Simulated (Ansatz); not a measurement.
# CH₅GeNO: up Jacob's ladder to CCSD(T)

How much do the methods differ for CH₅GeNO? The plan is to run it at one geometry with functionals of several rungs and with coupled cluster. The yardstick is the atomisation energy at the CCSD(T) limit.

Method: functionals in def2-TZVPP, the program's frozen cores in correlated methods; program: Ansatz 0.2.0, Gaussian basis.

Levels to be run: PBE-D4, r2SCAN-D4, PBE0-D4, B3LYP-D4, ωB97X-V, ωB97M-V, B2PLYP; CCSD(T)/def2-TZVPP; MP2/def2-QZVPP; extrapolation to the limit.

## Step 1: The relaxed structure

All runs share one geometry, relaxed beforehand with PBE0-D4 in a triple-zeta def2 set.

SMILES `O=C[NH][GeH3]`, 9 atoms, charge 0, spin multiplicity 1.

Atoms are counted from 1 here; the program's logs count them from 0.

Bond lengths: O1–C2 1.212 Å, C2–N3 1.349 Å, C2–H5 1.106 Å, N3–Ge4 1.868 Å, N3–H6 1.007 Å, Ge4–H7 1.530 Å, Ge4–H8 1.530 Å, Ge4–H9 1.537 Å. Angles: O1–C2–N3 123.1°, O1–C2–H5 122.3°, N3–C2–H5 114.6°, C2–N3–Ge4 118.3°, C2–N3–H6 118.0°, Ge4–N3–H6 123.7°, N3–Ge4–H7 109.2°, N3–Ge4–H8 109.2°, N3–Ge4–H9 103.4°, H7–Ge4–H8 112.2°, H7–Ge4–H9 111.2°, H8–Ge4–H9 111.2°.

## Step 2: PBE-D4 (GGA)

in.yaml reads:

```yaml
crystal:
  periodic: [false, false, false]
  atoms:
    - {symbol: O, position_ang: [0.520751, 0.416651, -1.869897]}
    - {symbol: C, position_ang: [1.124216, 0.583598, -0.832296]}
    - {symbol: N, position_ang: [0.627771, 0.236067, 0.372985]}
    - {symbol: Ge, position_ang: [-1.070299, -0.538719, 0.439853]}
    - {symbol: H, position_ang: [2.132965, 1.036548, -0.801112]}
    - {symbol: H, position_ang: [1.195195, 0.409609, 1.186701]}
    - {symbol: H, position_ang: [-1.056548, -1.851736, -0.344879]}
    - {symbol: H, position_ang: [-2.098524, 0.452235, -0.108595]}
    - {symbol: H, position_ang: [-1.287228, -0.790553, 1.940139]}
basis:
  gaussian: {orbitals: def2-TZVPP}
hamiltonian: {xc: pbe, dispersion: d4}
output: {forces: true, orbitals: {seedname: orbitals}}
```

Run with:

```console
$ ansatz run in.yaml --threads 4 --pin off --events-out ev --progress --plain --max-ram 10444MiB
```

The runs that follow: r2SCAN-D4 (meta-GGA); PBE0-D4 (hybrid); B3LYP-D4 (hybrid); ωB97X-V (range-separated); ωB97M-V (range-separated); B2PLYP (double hybrid); CCSD(T) in def2-TZVPP; MP2 in def2-QZVPP.

**Question.** What will the summary of the whole plan be? Wanted: atomisation energy, CCSD(T)/CBS; farthest; mean size of error, hybrid; mean size of error, range-separated; gap, smallest and largest; T1 diagnostic; triples share of the correlation energy.

**Answer**, as computed:

| quantity | value |
| --- | --- |
| atomisation energy, CCSD(T)/CBS | 32.759 eV |
| functionals within 0.328 eV (1.0 %) | r2SCAN-D4, PBE0-D4, B3LYP-D4, ωB97X-V, ωB97M-V |
| farthest | PBE-D4 (+0.798 eV) |
| mean size of error, hybrid | 0.056 eV |
| mean size of error, range-separated | 0.103 eV |
| gap, smallest and largest | 5.27 eV (PBE-D4), 12.51 eV (ωB97X-V) |
| T1 diagnostic | 0.0147 |
| triples share of the correlation energy | 3.9 % |

PBE-D4 misses by +0.798 eV. Double hybrids carry the basis error of their MP2 part in triple zeta, and no dispersion term here, so their miss is partly the set-up's. The reference freezes the cores and leaves out relativity and excitations past (T), and its outer-core shells are covered unevenly, so misses under about 0.328 eV can't be ranked. Hartree-Fock recovers 68 % of the binding; the rest is correlation. Orbital gaps span 5.3 to 12.5 eV; exact exchange widens them. Correlated methods include outer-core shells of Ge, which these sets cover unevenly.
